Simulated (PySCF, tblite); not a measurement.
# C₄H₁₅NOSi₃: geometry, infrared bands and NMR shifts

Wanted: the infrared bands and NMR shifts of C₄H₁₅NOSi₃ (`C=CC[Si@@](N)(C[SiH3])O[SiH3]`), by calculation.

Programs: tblite 0.8.0 and PySCF 2.14.0, with density-fitted response routines of our own. Each step states its level of theory. These are calculated values for one molecule in the gas phase, unless marked as measured. Atoms count from 0, in the outputs and in this text.

## Step 1: Starting geometry

24 atoms, charge 0, multiplicity 1; geometry from: force field or distance geometry start.

Bonds of the start (Å): C0–C1 1.33, C1–C2 1.48, C2–Si3 1.85, Si3–N4 1.81, Si3–C5 1.88, C5–Si6 1.85, Si3–O7 1.71, O7–Si8 1.69, C0–H9 1.09, C0–H10 1.09, C1–H11 1.09, C2–H12 1.11, C2–H13 1.13, N4–H14 1.03, N4–H15 1.03, C5–H16 1.13, C5–H17 1.11, Si6–H18 1.49, Si6–H19 1.47, Si6–H20 1.46, Si8–H21 1.47, Si8–H22 1.45, Si8–H23 1.48.

## Step 2: Relaxing the molecule with GFN2-xTB

Job settings and geometry (Å):

```
{"job": {"kind": "relax", "xc": "GFN2-xTB", "basis": "xTB"}, "charge": 0, "multiplicity": 1}
C     -3.112900    -0.904500    -0.749100
C     -2.255500    -0.859000     0.272600
C     -0.844300    -1.241300     0.020100
Si     0.372900     0.112700     0.365800
N     -0.064200     1.028300     1.869400
C      1.968800    -0.777200     0.824800
Si     3.198700    -0.831900    -0.557300
O      0.611800     1.176900    -0.945100
Si    -0.494700     2.449900    -1.019800
H     -4.145200    -0.623800    -0.523900
H     -2.781000    -1.205200    -1.739900
H     -2.616100    -0.564800     1.256100
H     -0.565700    -2.106500     0.650600
H     -0.768400    -1.582400    -1.052500
H     -0.049200     0.386100     2.670200
H     -0.914800     1.592500     1.773700
H      2.429300    -0.232500     1.702800
H      1.688700    -1.797800     1.151200
H      4.331200    -1.668700    -0.063700
H      2.678200    -1.531500    -1.738300
H      3.753400     0.478600    -0.874900
H     -0.628200     3.217200     0.227900
H     -1.815900     2.079500    -1.494300
H      0.011200     3.425100    -2.018900
```

Run with:

```bash
$ OMP_NUM_THREADS=1 python probes_run.py task.json out
```

One launch serves the whole session: the jobs run in the order shown.

Output:

```text
step      E/eV     max force
  0    -773.73939    2.354
  1    -774.04348    1.696
  2    -774.18026    1.046
  3    -774.25287    0.856
  4    -774.32377    0.620
  5    -774.36755    0.560
  6    -774.39624    0.492
  7    -774.42760    0.424
  8    -774.44568    0.290
  9    -774.45970    0.285
 10    -774.47300    0.296
 11    -774.49173    0.435
 12    -774.51464    0.526
 13    -774.53640    0.411
 14    -774.55173    0.246
 15    -774.56261    0.218
 16    -774.57222    0.202
 17    -774.57889    0.176
 18    -774.58283    0.131
 19    -774.58601    0.150
 20    -774.58916    0.140
 21    -774.59220    0.130
 22    -774.59493    0.132
 23    -774.59766    0.136
 24    -774.60094    0.159
 25    -774.60490    0.155
 26    -774.60925    0.175
 27    -774.61386    0.190
 28    -774.61882    0.166
 29    -774.62423    0.163
 30    -774.62996    0.150
 31    -774.63500    0.126
 32    -774.63853    0.128
 33    -774.64093    0.107
 34    -774.64282    0.104
 35    -774.64463    0.105
 36    -774.64674    0.112
 37    -774.64930    0.157
 38    -774.65228    0.158
 39    -774.65543    0.135
 40    -774.65835    0.118
 41    -774.66081    0.132
 42    -774.66284    0.160
 43    -774.66517    0.152
 44    -774.66773    0.107
 45    -774.67057    0.099
 46    -774.67210    0.110
 47    -774.67432    0.104
 48    -774.67618    0.126
 49    -774.67787    0.104
 50    -774.67907    0.070
 51    -774.68018    0.065
 52    -774.68140    0.101
 53    -774.68290    0.104
 54    -774.68453    0.087
 55    -774.68572    0.091
 56    -774.68655    0.085
 57    -774.68751    0.075
 58    -774.68875    0.089
 59    -774.69005    0.086
 60    -774.69106    0.061
 61    -774.69182    0.053
 62    -774.69267    0.066
 63    -774.69385    0.076
 64    -774.69520    0.072
 65    -774.69621    0.090
 66    -774.69692    0.067
 67    -774.69747    0.058
 68    -774.69826    0.061
 69    -774.69872    0.042
 70    -774.69910    0.044
 71    -774.69938    0.043
 72    -774.69972    0.042
 73    -774.70011    0.045
 74    -774.70050    0.035
 75    -774.70082    0.038
 76    -774.70108    0.032
 77    -774.70133    0.036
 78    -774.70164    0.039
 79    -774.70206    0.062
 80    -774.70259    0.059
 81    -774.70315    0.083
 82    -774.70382    0.044
 83    -774.70424    0.040
 84    -774.70479    0.053
 85    -774.70523    0.049
 86    -774.70553    0.134
 87    -774.70605    0.068
 88    -774.70646    0.036
 89    -774.70678    0.046
 90    -774.70709    0.049
 91    -774.70736    0.040
 92    -774.70758    0.023
 93    -774.70778    0.025
 94    -774.70798    0.026
 95    -774.70820    0.031
 96    -774.70841    0.031
 97    -774.70862    0.026
 98    -774.70878    0.026
 99    -774.70891    0.021
100    -774.70903    0.021
101    -774.70917    0.025
102    -774.70935    0.028
103    -774.70957    0.030
104    -774.70977    0.024
105    -774.70993    0.027
106    -774.71007    0.025
107    -774.71022    0.027
108    -774.71038    0.036
109    -774.71057    0.034
110    -774.71078    0.029
111    -774.71097    0.028
112    -774.71115    0.023
113    -774.71130    0.022
114    -774.71143    0.022
115    -774.71155    0.022
116    -774.71164    0.020
117    -774.71173    0.019
118    -774.71183    0.023
119    -774.71197    0.025
120    -774.71217    0.036
121    -774.71239    0.037
122    -774.71258    0.026
123    -774.71271    0.021
124    -774.71284    0.033
125    -774.71304    0.033
126    -774.71333    0.035
127    -774.71366    0.039
128    -774.71399    0.036
129    -774.71433    0.047
130    -774.71475    0.059
131    -774.71527    0.069
132    -774.71581    0.060
133    -774.71614    0.051
134    -774.71648    0.032
135    -774.71670    0.034
136    -774.71706    0.053
137    -774.71732    0.054
138    -774.71761    0.035
139    -774.71779    0.023
140    -774.71787    0.021
141    -774.71792    0.021
142    -774.71797    0.020
143    -774.71805    0.026
144    -774.71817    0.034
145    -774.71831    0.035
146    -774.71848    0.037
147    -774.71865    0.029
148    -774.71883    0.031
149    -774.71903    0.037
150    -774.71935    0.054
151    -774.71991    0.081
152    -774.72091    0.101
153    -774.72194    0.097
154    -774.72280    0.086
155    -774.72380    0.084
156    -774.72458    0.064
157    -774.72560    0.065
158    -774.72713    0.080
159    -774.72807    0.055
160    -774.72857    0.095
161    -774.72933    0.064
162    -774.72996    0.052
163    -774.73145    0.082
164    -774.73208    0.078
165    -774.73324    0.085
166    -774.73378    0.093
167    -774.73445    0.056
168    -774.73506    0.057
169    -774.73569    0.047
170    -774.73598    0.049
171    -774.73655    0.046
172    -774.73705    0.056
173    -774.73746    0.048
174    -774.73773    0.030
175    -774.73795    0.042
176    -774.73817    0.021
177    -774.73832    0.020
178    -774.73840    0.021
179    -774.73850    0.018
180    -774.73858    0.017
181    -774.73866    0.017
182    -774.73874    0.016
183    -774.73884    0.018
184    -774.73893    0.018
185    -774.73902    0.018
186    -774.73911    0.019
187    -774.73920    0.017
188    -774.73930    0.017
189    -774.73938    0.019
190    -774.73945    0.017
191    -774.73951    0.014
192    -774.73956    0.014
193    -774.73963    0.015
194    -774.73970    0.019
195    -774.73979    0.019
196    -774.73987    0.016
197    -774.73994    0.017
198    -774.73999    0.015
199    -774.74005    0.016
200    -774.74013    0.017
201    -774.74021    0.016
202    -774.74028    0.019
203    -774.74034    0.020
204    -774.74040    0.019
205    -774.74048    0.020
206    -774.74057    0.025
207    -774.74066    0.020
208    -774.74073    0.019
209    -774.74080    0.016
210    -774.74086    0.019
211    -774.74092    0.022
212    -774.74097    0.014
213    -774.74101    0.012
214    -774.74104    0.011
215    -774.74106    0.011
216    -774.74107    0.010
217    -774.74108    0.008
```

Wall time 9.5 s (1 thread of Intel Xeon at 2.50GHz, shared host); peak memory 0.19 GiB.

Along the way: (not every step is listed)

```csv
step,energy from step 0 (eV),largest force (eV/Å)
0,0.0000,2.3544
1,-0.3041,1.6955
2,-0.4409,1.0459
3,-0.5135,0.8562
4,-0.5844,0.6196
5,-0.6282,0.5603
6,-0.6569,0.4916
7,-0.6882,0.4237
8,-0.7063,0.2905
28,-0.8794,0.1658
48,-0.9368,0.1264
68,-0.9589,0.0606
88,-0.9671,0.0360
108,-0.9710,0.0362
128,-0.9746,0.0364
148,-0.9794,0.0313
168,-0.9957,0.0571
188,-0.9999,0.0172
208,-1.0013,0.0188
212,-1.0016,0.0141
213,-1.0016,0.0124
214,-1.0017,0.0108
215,-1.0017,0.0110
216,-1.0017,0.0099
217,-1.0017,0.0081
```

Close pairs (by a distance rule), those that changed most:

```csv
bond,before (Å),after (Å),change (Å)
Si3–N4,1.814,1.728,-0.086
Si3–O7,1.705,1.625,-0.081
O7–Si8,1.688,1.616,-0.073
C2–Si3,1.853,1.921,+0.068
C5–Si6,1.851,1.895,+0.044
C5–H16,1.131,1.089,-0.043
C2–H13,1.128,1.089,-0.039
Si6–H18,1.492,1.469,-0.023
```

The final coordinates are the input of the step that follows.

## Step 3: Infrared spectrum with GFN2-xTB

Job settings and geometry (Å):

```
{"job": {"kind": "ir", "xc": "GFN2-xTB", "basis": "xTB"}, "charge": 0, "multiplicity": 1}
C     -2.829697    -0.513195    -1.063176
C     -2.239869    -0.953428     0.034587
C     -0.816144    -1.366900     0.123112
Si     0.224275     0.020160     0.949936
N     -0.249191     0.436009     2.558570
C      2.069519    -0.414473     0.945401
Si     2.848116    -0.589142    -0.773104
O     -0.036513     1.391997     0.119429
Si    -0.351428     2.244821    -1.216094
H     -3.857341    -0.191724    -1.071824
H     -2.305976    -0.464243    -2.003614
H     -2.792089    -0.988975     0.965928
H     -0.732081    -2.284403     0.706662
H     -0.428272    -1.569711    -0.874380
H     -0.173164    -0.251548     3.288752
H     -1.084716     0.984864     2.680027
H      2.598133     0.364334     1.492440
H      2.222427    -1.335992     1.505131
H      4.277903    -0.888843    -0.615673
H      2.232394    -1.705960    -1.500894
H      2.703143     0.642499    -1.550242
H      0.532733     3.406450    -1.131783
H     -1.765417     2.612032    -1.161166
H     -0.058476     1.435138    -2.400468
```

Output:

```text
mode    cm-1     km/mol
  1      25.4      0.09
  2      29.2      0.34
  3      50.2      1.29
  4      71.0      1.22
  5      86.8      0.67
  6      98.9      0.14
  7     105.6      2.49
  8     122.6      0.92
  9     139.7      5.18
 10     144.7      2.54
 11     186.9      3.19
 12     194.8      5.49
 13     208.1     17.37
 14     261.0     11.37
 15     308.6     30.78
 16     410.6      1.30
 17     482.2    181.95
 18     486.4     42.64
 19     505.3      5.10
 20     547.9     15.10
 21     595.4     22.63
 22     608.4     41.41
 23     621.0     83.23
 24     688.3     66.37
 25     693.5     58.62
 26     743.8     42.61
 27     768.2     52.86
 28     774.0     27.35
 29     781.7    224.53
 30     788.9    228.42
 31     794.6    253.12
 32     802.5    367.78
 33     813.4    387.65
 34     821.8    328.27
 35     850.5     88.89
 36     875.3     15.52
 37     896.0    170.82
 38     957.2     31.96
 39    1018.2      3.16
 40    1019.1      7.14
 41    1053.1     25.88
 42    1084.9    579.10
 43    1138.7    130.59
 44    1186.6     76.42
 45    1211.0     29.84
 46    1300.9     11.13
 47    1413.5     11.50
 48    1454.7      0.42
 49    1469.4      3.22
 50    1507.5     61.39
 51    1708.1     42.27
 52    2211.6    450.71
 53    2221.0    254.72
 54    2228.8    396.22
 55    2249.6    356.57
 56    2261.9    286.14
 57    2268.2    112.97
 58    2975.3     32.63
 59    2987.0     59.82
 60    2997.2     21.27
 61    2998.9     29.32
 62    3039.9     61.36
 63    3097.9     21.31
 64    3121.9     67.75
 65    3479.1      3.63
 66    3522.1      0.79
```

Run time: 5.5 s. Hardware: 1 thread of Intel Xeon at 2.50GHz, shared host; peak memory 0.19 GiB.

The strongest bands and the atoms that carry them (share of the mass-weighted mode):

```csv
cm⁻¹,km/mol,atoms
802,367.8,"H18 38 %, H19 32 %"
813,387.6,"C5 16 %, Si6 13 %, H15 11 %"
822,328.3,"H22 16 %, H23 15 %, H21 15 %, H18 12 %"
1085,579.1,O7 77 %
2212,450.7,"H18 64 %, H19 28 %"
2229,396.2,H23 82 %
2250,356.6,"H21 52 %, H22 38 %"
2262,286.1,H20 90 %
```

## Step 4: Nuclear shieldings: PBE0/pcSseg-1

Same as in step 3 but for these lines:

```diff
@@ -1,2 +1,2 @@
-{"job": {"kind": "ir", "xc": "GFN2-xTB", "basis": "xTB"}, "charge": 0, "multiplicity": 1}
+{"job": {"kind": "nmr", "xc": "PBE0", "basis": "pcSseg-1"}, "charge": 0, "multiplicity": 1}
 C     -2.829697    -0.513195    -1.063176
```

With the program's defaults for keys left out, this is: GIAO PBE0/pcSseg-1 NMR shielding, non-relativistic, gas phase.

Output:

```text
coarse grid: 20664 points
cycle   1  E = -1159.0017416131  dE =  7.669e-01  |g| = 9.309e-01  |ddm| = 4.403e+00
cycle   2  E = -1158.8089727513  dE =  1.928e-01  |g| = 1.363e+00  |ddm| = 1.851e+00
cycle   3  E = -1159.1677828750  dE = -3.588e-01  |g| = 1.648e-01  |ddm| = 1.296e+00
cycle   4  E = -1159.1729021266  dE = -5.119e-03  |g| = 4.648e-02  |ddm| = 1.608e-01
cycle   5  E = -1159.1733654673  dE = -4.633e-04  |g| = 1.121e-02  |ddm| = 4.318e-02
cycle   6  E = -1159.1733912918  dE = -2.582e-05  |g| = 3.592e-03  |ddm| = 1.311e-02
cycle   7  E = -1159.1733941613  dE = -2.870e-06  |g| = 5.209e-04  |ddm| = 3.403e-03
final grid: 183392 points
cycle   8  E = -1159.2313672822  dE = -3.841e-05  |g| = 1.114e-02  |ddm| = 3.363e-02
cycle   9  E = -1159.2313449968  dE =  2.229e-05  |g| = 1.558e-02  |ddm| = 2.000e-02
cycle  10  E = -1159.2313931784  dE = -4.818e-05  |g| = 1.605e-03  |ddm| = 1.178e-02
cycle  11  E = -1159.2313937057  dE = -5.273e-07  |g| = 1.984e-04  |ddm| = 1.404e-03
cycle  12  E = -1159.2313937126  dE = -6.859e-09  |g| = 8.098e-05  |ddm| = 2.312e-04
cycle  13  E = -1159.2313937138  dE = -1.235e-09  |g| = 3.403e-05  |ddm| = 9.527e-05
cycle  14  E = -1159.2313937141  dE = -2.733e-10  |g| = 8.343e-06  |ddm| = 3.598e-05
converged SCF energy = -1159.2313937141

GIAO shielding tensors (ppm)
atom      isotropic    diamagn.    paramagn.     s11        s22        s33       span
  0 C       65.992     256.080    -190.088    -45.614     86.622    156.969    202.583
  1 C       44.002     259.413    -215.411    -77.441     44.760    164.686    242.127
  2 C      155.968     259.554    -103.586    138.394    154.342    175.168     36.774
  3 Si     360.544     882.680    -522.136    331.897    368.913    380.822     48.925
  4 N      241.134     319.291     -78.157    204.470    250.390    268.543     64.073
  5 C      189.693     261.836     -72.143    180.776    186.440    201.864     21.089
  6 Si     425.529     880.850    -455.321    404.209    404.898    467.481     63.273
  7 O      301.646     403.815    -102.169    244.672    311.103    349.163    104.491
  8 Si     393.871     881.718    -487.847    354.238    366.170    461.205    106.966
  9 H       26.392      29.551      -3.160     23.247     25.639     30.290      7.043
 10 H       26.385      34.040      -7.655     22.532     26.138     30.483      7.951
 11 H       25.523      32.369      -6.846     22.896     24.995     28.678      5.783
 12 H       30.277      33.875      -3.599     26.565     29.347     34.918      8.353
 13 H       29.828      37.293      -7.465     26.482     30.052     32.951      6.469
 14 H       31.733      31.844      -0.111     24.945     27.149     43.104     18.159
 15 H       30.861      32.548      -1.687     23.915     27.118     41.549     17.633
 16 H       31.589      32.046      -0.457     26.541     29.411     38.816     12.276
 17 H       32.083      32.840      -0.757     27.258     30.040     38.951     11.694
 18 H       27.599      28.759      -1.161     23.757     25.087     33.952     10.195
 19 H       27.789      30.801      -3.013     24.146     27.014     32.206      8.061
 20 H       27.703      30.824      -3.121     23.760     27.320     32.030      8.270
 21 H       26.576      30.027      -3.450     22.797     24.599     32.333      9.536
 22 H       26.581      30.996      -4.415     22.824     25.309     31.610      8.786
 23 H       26.604      32.554      -5.950     23.697     25.254     30.860      7.163
```

Wall time 3.3 min (1 thread of Intel Xeon at 2.50GHz, shared host); peak memory 1.1 GiB.

Shifts follow as δ = σ(reference) − σ, with reference shieldings (ppm) from runs at the same level and on the same kind of geometry: 1H TMS 31.72, 13C TMS 186.9, 29Si TMS 349.2, 15N NH3 267.7, 17O H2O 336.1. The references are single molecules in the gas phase, so shifts against H2O, NH3, PH3, H3PO4 or CFCl3 are not on the usual liquid scales and can be off by tens of ppm. Atoms listed in one row are averaged.

```csv
atoms,environment,σ (ppm),δ (ppm),δ scaled to CDCl3
C1,alkene CH,44.0,142.9,137.6
C0,terminal =CH2 carbon,66.0,120.9,116.1
C2,allylic sp3 CH2 bonded to Si,156.0,31.0,28.3
C5,sp3 CH2 bonded to 2 Si,189.7,-2.8,-4.6
H11,hydrogen on an alkene CH,25.52,6.19,5.94
H10,hydrogen on a terminal =CH2 carbon,26.38,5.33,5.13
H9,hydrogen on a terminal =CH2 carbon,26.39,5.33,5.13
"H21, H22, H23",hydrogen on a silicon bonded to O,26.59,5.13,–
"H18, H19, H20",hydrogen on a silicon bonded to C,27.70,4.02,–
H13,hydrogen on an allylic sp3 CH2 bonded to Si,29.83,1.89,1.89
H12,hydrogen on an allylic sp3 CH2 bonded to Si,30.28,1.44,1.46
"H14, H15",hydrogen on a nitrogen bonded to Si,31.30,0.42,–
H16,hydrogen on an sp3 CH2 bonded to 2 Si,31.59,0.13,0.23
H17,hydrogen on an sp3 CH2 bonded to 2 Si,32.08,-0.37,-0.24
Si3,"silicon bonded to 2 C, N, O",360.5,-11.4,–
Si8,"silicon bonded to O, 3 H",393.9,-44.7,–
Si6,"silicon bonded to C, 3 H",425.5,-76.4,–
N4,"nitrogen bonded to Si, 2 H",241.1,26.6,–
O7,oxygen bonded to 2 Si,301.6,34.4,–
```

The scaled column applies a straight-line fit of computed shieldings to shifts measured in CDCl3 (root-mean-square error 0.16 ppm for H, 1.9 ppm for C).

The run also stored atomic charges by several schemes (e):

```csv
atoms,Mulliken,IAO,Hirshfeld,ESP fit
C0,-0.17,-0.34,-0.11,-0.56
C1,-0.25,-0.12,-0.04,0.06
C2,-0.51,-0.58,-0.17,-0.58
Si3,1.26,1.37,0.47,0.97
N4,-0.62,-0.85,-0.32,-1.13
C5,-0.87,-0.86,-0.25,-0.62
Si6,0.46,0.61,0.31,0.43
O7,-0.74,-0.88,-0.30,-0.43
Si8,0.70,0.88,0.38,0.57
```

Mayer bond orders: C0–C1 1.97, C1–C2 1.05, C2–Si3 0.83, Si3–N4 1.06, Si3–C5 0.88, C5–Si6 0.93, Si3–O7 0.90, O7–Si8 0.93.

Orbitals, density, ELF and potential are computed afterwards from the orbital file.

Frontier orbitals at PBE0/pcSseg-1, with the share of their density that lies nearest to each atom:

```csv
orbital,energy (eV),lies on
HOMO,-6.81,"C0 22 %; N4 17 %; C1, C2 about 14 % each"
LUMO,0.32,C1 23 %; C0 16 %; 6 H atoms about 6 % each
```

ELF in a plane through or near 6 of the atoms.

Ten even steps from '0' (0.00) to '9' (1.00):
```
0000000000000000000000000000
0000000000000000000000000000
0000000000000000000000000000
0000000000000577300000000000
0000000144000899700000000000
0000000589500899300000000000
0000211598600142016610000000
0008997114410000089942410000
0029999280210000058669981000
0029999131300264025849992000
0008998224300476448659970000
0001321123100546742631100000
0000000146200574666730000000
0000000488400699316860000000
0000000165100588201420000000
0000000000000011000000000000
0000000000000000000000000000
0000000000000000000000000000
0000000000000000000000000000
0000000000000000000000000000
```
The map spans 13.7 Å across and 11.0 Å up, centred on the molecule. Atoms in the plane (x, y in Å): C0 (2.9, 0.3), C1 (2.1, -0.8), C2 (0.7, -0.9), Si6 (-2.8, 0.7), H9 (3.9, 0.3), H18 (-4.3, 0.5).

log10 of the density (e/Å³) in the same plane.

Ten even steps from ' ' (-4.0) to '@' (1.9):
```
                                                        
                                                        
                        ..::::::....                    
            ............::------::::..                  
          ..::::------::--======--::....                
      ..::::--========----======----::::::....          
    ..::----==++++++++------==----======----::..        
  ..::--==++++++****++==----------++****++====::..      
  ..::==++****##@@**++==----======++**##****++==::      
  ..::==++******##**++====++++++++++**@@####**==--..    
  ..::--==++++++++++++====++********####****++==::      
    ..::----====++++++====**##@@####%%**++====::..      
      ..::::--====++======++**##********++--::..        
          ..::--======--==++****++++++++==--::          
            ..::------::--==++++==--====--::..          
              ....::....::::----::::::::....            
                          ........                      
                                                        
                                                        
                                                        
```
The map spans 13.7 Å across and 11.0 Å up, centred on the molecule. Atoms in the plane (x, y in Å): C0 (2.9, 0.3), C1 (2.1, -0.8), C2 (0.7, -0.9), Si6 (-2.8, 0.7), H9 (3.9, 0.3), H18 (-4.3, 0.5).

On the surface of density 0.002 e/bohr³ the electrostatic potential runs, from the 1st to the 99th percentile, from -1.31 V near N4 to 1.43 V near H14.

## Step 5: Results

| quantity | value |
| --- | --- |
| strongest single infrared mode (GFN2-xTB) | 1085 cm⁻¹, 579 km/mol |
| zero-point energy (GFN2-xTB) | 109.5 kcal/mol |
| 13C shifts against TMS (PBE0/pcSseg-1) | 142.9, 120.9, 31.0, -2.8 ppm |
| 1H shifts against TMS (PBE0/pcSseg-1, means over atoms taken as alike) | 6.19, 5.33, 5.33, 5.13, 4.02, 1.89, 1.44, 0.42, 0.13, -0.37 ppm |
| 29Si shifts against TMS (PBE0/pcSseg-1) | -11.4, -44.7, -76.4 ppm |
| 15N shifts against NH3 (PBE0/pcSseg-1) | 26.6 ppm |
| 17O shifts against H2O (PBE0/pcSseg-1) | 34.4 ppm |
| surface potential, 1st and 99th percentile | -1.31 V and 1.43 V |

What this shows: Over 217 steps the energy fell by 1.002 eV; of the close pairs, Si3–N4 changed most, 1.814 to 1.728 Å. No mode is imaginary among the 66: a minimum at this level. The strongest single mode, at 1085 cm⁻¹, moves mainly O7. GFN2-xTB is a fitted tight-binding method: band positions and strengths are rough. Its intensities can rank the bands wrongly. C1 (alkene CH) lies farthest downfield among carbon, at 142.9 ppm; the olefinic region. H11 (hydrogen on an alkene CH) lies farthest downfield among hydrogen, at 6.19 ppm; attached to an sp2 carbon and in the plane of the double bond. At PBE0/pcSseg-1: The widest tensor belongs to C1: span 242 ppm, with a paramagnetic part of -215 ppm.
